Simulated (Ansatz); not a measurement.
# CH6NOSc: the cost of one run

Computed with Ansatz 0.2.0, Gaussian basis. Level: the settings change from run to run.

### 1 The relaxed structure

The structure was relaxed beforehand with PBE0-D4 in a triple-zeta def2 set.

SMILES `[CH3][Sc]([NH2])[OH]`, 10 atoms, charge 0, spin multiplicity 1.

Atoms are counted from 1 here; the program's logs count them from 0.

Bond lengths: C1–Sc2 2.207 Å, C1–H5 1.097 Å, C1–H6 1.099 Å, C1–H7 1.098 Å, Sc2–N3 1.983 Å, Sc2–O4 1.866 Å, N3–H8 1.012 Å, N3–H9 1.014 Å, O4–H10 0.952 Å. Angles: Sc2–C1–H5 113.3°, Sc2–C1–H6 111.7°, Sc2–C1–H7 112.0°, H5–C1–H6 106.0°, H5–C1–H7 107.0°, H6–C1–H7 106.4°, C1–Sc2–N3 117.8°, C1–Sc2–O4 121.4°, N3–Sc2–O4 120.8°, Sc2–N3–H8 127.9°, Sc2–N3–H9 124.8°, H8–N3–H9 107.2°, Sc2–O4–H10 176.1°.

### 2 revPBE/cc-pVTZ-DK

Options: charge +1, multiplicity 2, D3(BJ) with three-body dispersion, high accuracy.

File in.yaml:

```yaml
crystal:
  periodic: [false, false, false]
  atoms:
    - {symbol: C, position_ang: [-1.561043, 0.767268, -0.391719]}
    - {symbol: Sc, position_ang: [0.477159, -0.038721, -0.132229]}
    - {symbol: N, position_ang: [0.780608, -1.327846, 1.343863]}
    - {symbol: O, position_ang: [1.877643, 0.479824, -1.251749]}
    - {symbol: H, position_ang: [-1.873316, 0.826256, -1.442073]}
    - {symbol: H, position_ang: [-1.649060, 1.786950, 0.008997]}
    - {symbol: H, position_ang: [-2.312764, 0.162193, 0.132848]}
    - {symbol: H, position_ang: [1.646230, -1.782704, 1.604036]}
    - {symbol: H, position_ang: [0.065897, -1.652781, 1.984832]}
    - {symbol: H, position_ang: [2.548647, 0.779570, -1.856805]}
basis:
  gaussian: {orbitals: cc-pVTZ-DK}
total_charge: 1
magnetization: {spin_polarized: true, initial_magnetization: 1}
hamiltonian: {xc: {name: revPBE}, dispersion: d3bjatm}
accuracy: high
```

The run is started by

```bash
$ ansatz run in.yaml --threads 4 --pin off --events-out ev --progress --plain --max-ram 10444MiB
```

**Question.** How long does this run take on 4 threads of Arm Neoverse V1, shared host, and how much memory does it need?

About 30 s, with a peak of 1.7 GiB.
